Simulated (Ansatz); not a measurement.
# C3O5: the cost of one run

Method: the levels named in each step, in Ansatz 0.2.0.

## Step 1: The system as given

Bond lengths: O1–C2 1.143 Å, C2–O3 1.144 Å, O4–C5 1.146 Å, C5–O6 1.141 Å, C7–O8 1.128 Å. Angles: O1–C2–O3 179.2°, O4–C5–O6 179.7°.

Structure file:

```xyz
8

O     2.2689   -0.1776    0.7457
C     1.9888    0.1551   -0.3119
O     1.7238    0.4900   -1.3730
O    -0.6756   -0.7520    0.1213
C    -1.5651   -1.4707    0.1937
O    -2.4470   -2.1914    0.2683
C    -1.2355    1.8393   -0.0440
O    -0.2606    2.2378    0.3594
```

## Step 2: A rough first relaxation, PBE-D4/def2-SVP

File input.yaml:

```yaml
crystal:
  periodic: [false, false, false]
  atoms:
    - { symbol: O, position_ang: [2.26893, -0.17762, 0.74566] }
    - { symbol: C, position_ang: [1.98879, 0.15507, -0.31188] }
    - { symbol: O, position_ang: [1.72377, 0.49003, -1.37296] }
    - { symbol: O, position_ang: [-0.67559, -0.752, 0.12129] }
    - { symbol: C, position_ang: [-1.5651, -1.47066, 0.19374] }
    - { symbol: O, position_ang: [-2.44705, -2.19136, 0.26828] }
    - { symbol: C, position_ang: [-1.23551, 1.83934, -0.04397] }
    - { symbol: O, position_ang: [-0.26063, 2.23777, 0.35943] }
basis:
  gaussian: { orbitals: def2-SVP }
hamiltonian:
  xc: pbe
  dispersion: d4
relax:
  f_tol: 0.03
  max_steps: 200
```

The run is started by

```console
$ ansatz run input.yaml --threads 4 --pin off --max-ram 10240MiB --backend cpu --events-out ev --progress --plain --runs-dir out
```

What time and memory should one allow on 4 threads of Arm Neoverse N1, shared host?

About 50 s, with a peak of 0.14 GiB.
